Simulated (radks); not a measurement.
# Sb⁴⁺ in [Ar] 3d10 4s2 4p5 4d10 5s1 5p1: an all-electron calculation

Aim: the levels, the sizes of the orbitals and the parts of the energy of the antimony ion Sb4+.

Program: radks (a radial shooting solver on a logarithmic mesh, Libxc functionals) version 1. Level of theory: scalar-relativistic Kohn-Sham, PW91, spin-polarised, spherical densities, finite nucleus; open shells are filled with parallel spins first. These are calculated values, not measurements, unless marked.

## Step 1: What is computed

```
element            : antimony (Z = 51)
charge             : +4
electrons          : 47
configuration      : [Ar] 3d10 4s2 4p5 4d10 5s1 5p1
nuclear rms radius : 4.6802 fm
```

The outer shells:

Sb⁴⁺
```
[Ar] core
3d [↑↓][↑↓][↑↓][↑↓][↑↓]
4s [↑↓]
4p [↑↓][↑↓][↑ ]
4d [↑↓][↑↓][↑↓][↑↓][↑↓]
5s [↑ ]
5p [↑ ][  ][  ]
```

## Step 2: The run

Settings of this run:

```text
Z 51
configuration [Ar] 3d10 4s2 4p5 4d10 5s1 5p1
relativity scalar-relativistic
functional pw91,pw91
spin polarised
nucleus finite rms 4.6802 fm
c 137.035999084
```

Q: Predict the outcome of this run.

The runs gave:

```
                        quantity                   value
                    total energy     -6474.83702 hartree
exchange-correlation share of it                  2.61 %
                            −T/E                  1.0459
          highest occupied level       5p up, -42.722 eV
    most extended occupied level  5p up, <r> = 2.14 bohr
 radius at density 0.001 e/bohr³               3.42 bohr
    maxima of the radial density                       4
```

The radial density shows 4 maxima for 5 occupied principal shells; where shells overlap, one shows as a shoulder or not at all. −T/E is 1.046: with relativity the kinetic term as defined here no longer equals −E. This is not the tabulated ground configuration, so its levels and sizes aren't those of the ground state, and no measured value stands beside it.
